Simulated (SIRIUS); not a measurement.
Crystal: HPbNO4.

```xyz
14
Lattice="4.9245 0.0000 0.0000 0.0000 5.5972 0.0000 0.0000 0.0000 7.2435" Properties=species:S:1:pos:R:3 pbc="T T T"
H     0.0000    2.7986    1.3992
H     2.4623    0.0000    5.8442
Pb    2.4623    2.7986    6.8999
Pb    0.0000    0.0000    0.3436
N     0.0000    0.0000    4.6108
N     2.4623    2.7986    2.6327
O     0.0000    2.7986    0.4245
O     2.4623    0.0000    6.8190
O     0.0000    1.0953    5.2874
O     0.0000    4.5019    5.2874
O     0.0000    0.0000    3.3863
O     2.4623    3.8939    1.9561
O     2.4623    1.7033    1.9561
O     2.4623    2.7986    3.8571
```

The cell was built by a generator and needn't be a form met in nature.

- Program: SIRIUS 7.12.0
- Task: single point
- Functional: PBE
- Potentials or basis: PseudoDojo 0.4.1 PBE standard (scalar relativistic)
- Cutoff: 1152 eV
- Density cutoff: 4606 eV
- k mesh: 6 × 5 × 4
- Occupations: fermi-dirac, width 0.05 eV
- Spin: no spin polarisation

On this cell: pressure 0.0 GPa; largest force 0.190 eV/Å; band gap on the k mesh 2.85 eV.

The same run follows on a disturbed copy (atoms moved at random, drawn with an rms of 0.05 Å):

```
H Pb N O
1.0
     4.92453    0.00000    0.00000
     0.00000    5.59720    0.00000
     0.00000    0.00000    7.24347
H Pb N O
2 2 2 8
Direct
  0.98800 0.49312 0.19716
  0.49597 0.99291 0.80987
  0.50953 0.50392 0.95284
  0.00273 0.99445 0.04477
  0.98936 0.99029 0.63622
  0.50277 0.50749 0.36308
  0.98904 0.49702 0.05672
  0.49751 0.00261 0.93695
  0.99498 0.19918 0.73060
  0.99439 0.80755 0.73312
  0.98256 0.99405 0.46564
  0.50048 0.69700 0.26671
  0.49868 0.31595 0.27062
  0.49776 0.49949 0.52753
```

What does the disturbed cell give?

The energy moves by +25.6 meV/atom; pressure 1.9 GPa; largest force 3.366 eV/Å; band gap on the k mesh 2.77 eV.

Forces in eV/Å, atoms in the order of the input:
```
H    0.008  0.061 -1.872
H   -0.033  0.004 -2.696
Pb  -0.082 -0.273 -0.096
Pb   0.032  0.351  0.175
N    0.121  3.317 -0.560
N   -0.485 -0.513 -1.413
O    0.134  0.003  1.899
O    0.028  0.010  2.755
O   -0.072 -1.448 -0.754
O   -0.023 -1.687  0.206
O    0.010 -0.383  0.891
O    0.118  1.490  0.025
O    0.122 -1.626 -0.990
O    0.123  0.699  2.431
```

Stress tensor (GPa, compression positive):
```
 0.24 -0.03 -0.09
-0.03  2.64  0.04
-0.09  0.04  2.77
```

Caveats: spin-orbit coupling is left out, which as a rule narrows the gap of such compounds by several tenths of an eV; an odd mesh through Γ misses points on the zone boundary, where band edges often lie.
